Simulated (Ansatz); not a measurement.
**B₂H₅NSi: basis-set convergence**

The task here is to estimate one member of a computed series from the others.

Program: Ansatz 0.2.0, Gaussian basis. Level of theory: one geometry, several basis sets. These are calculated values, not measurements.

The runs, in order: PBE0-D4/def2-SVP; ωB97M-V/def2-SVP; PBE0-D4/def2-QZVPP; ωB97M-V/def2-QZVPP; the functionals' def2-TZVPP values are taken from earlier runs.

### Structure used throughout

An earlier PBE0-D4 in a triple-zeta def2 set relaxation fixed the geometry.

9 atoms, charge 0, spin multiplicity 1.

Atoms are counted from 1 here; the program's logs count them from 0.

Bond lengths: B1–N2 1.423 Å, B1–H5 1.197 Å, B1–H6 1.198 Å, N2–B3 1.404 Å, N2–Si4 1.781 Å, B3–Si4 1.927 Å, B3–H7 1.187 Å, Si4–H8 1.483 Å, Si4–H9 1.483 Å. Angles: N2–B1–H5 119.9°, N2–B1–H6 118.7°, H5–B1–H6 121.4°, B1–N2–B3 137.6°, B1–N2–Si4 149.1°, B3–N2–Si4 73.4°, N2–B3–Si4 62.3°, N2–B3–H7 134.4°, Si4–B3–H7 163.2°, N2–Si4–B3 44.3°, N2–Si4–H8 114.3°, N2–Si4–H9 114.3°, B3–Si4–H8 124.4°, B3–Si4–H9 124.4°, H8–Si4–H9 111.2°.

Set-up of the first run:

in.yaml

```yaml
crystal:
  periodic: [false, false, false]
  atoms:
    - {symbol: B, position_ang: [-0.882459, 1.310353, 0.309385]}
    - {symbol: N, position_ang: [0.001038, 0.226896, 0.043608]}
    - {symbol: B, position_ang: [1.384716, 0.026424, -0.087631]}
    - {symbol: Si, position_ang: [0.234271, -1.504371, -0.303688]}
    - {symbol: H, position_ang: [-2.063473, 1.120342, 0.350147]}
    - {symbol: H, position_ang: [-0.418537, 2.400431, 0.488221]}
    - {symbol: H, position_ang: [2.337244, 0.731989, -0.016787]}
    - {symbol: H, position_ang: [-0.171514, -2.408763, 0.799031]}
    - {symbol: H, position_ang: [-0.332785, -1.949600, -1.599387]}
basis:
  gaussian: {orbitals: def2-SVP}
hamiltonian: {xc: pbe0, dispersion: d4}
output: {orbitals: {seedname: orbitals}}
```

Run with:

```
$ ansatz run in.yaml --threads 2 --pin off --events-out ev --progress --plain --max-ram 4352MiB
```

Among the steps run: PBE0-D4 in def2-SVP; ωB97M-V in def2-SVP; PBE0-D4 in def2-QZVPP; ωB97M-V in def2-QZVPP.

One table of the session follows, with a row left open; its other results are not shown here.

It belongs to the step «Density functionals: the series». 

| functional | basis | HOMO (eV) | LUMO (eV) |
| --- | --- | --- | --- |
| PBE0-D4 | def2-SVP | -7.30 | -1.96 |
| PBE0-D4 | def2-TZVPP | -7.27 | -2.01 |
| PBE0-D4 | def2-QZVPP | -7.27 | -2.02 |
| ωB97M-V | def2-SVP | -9.37 | 0.12 |
| ωB97M-V | def2-TZVPP | -9.38 | -0.02 |
| ωB97M-V | def2-QZVPP | ? | ? |

Estimate the missing values for ωB97M-V, def2-QZVPP.

**Answer.** HOMO (eV): -9.38; LUMO (eV): -0.06.
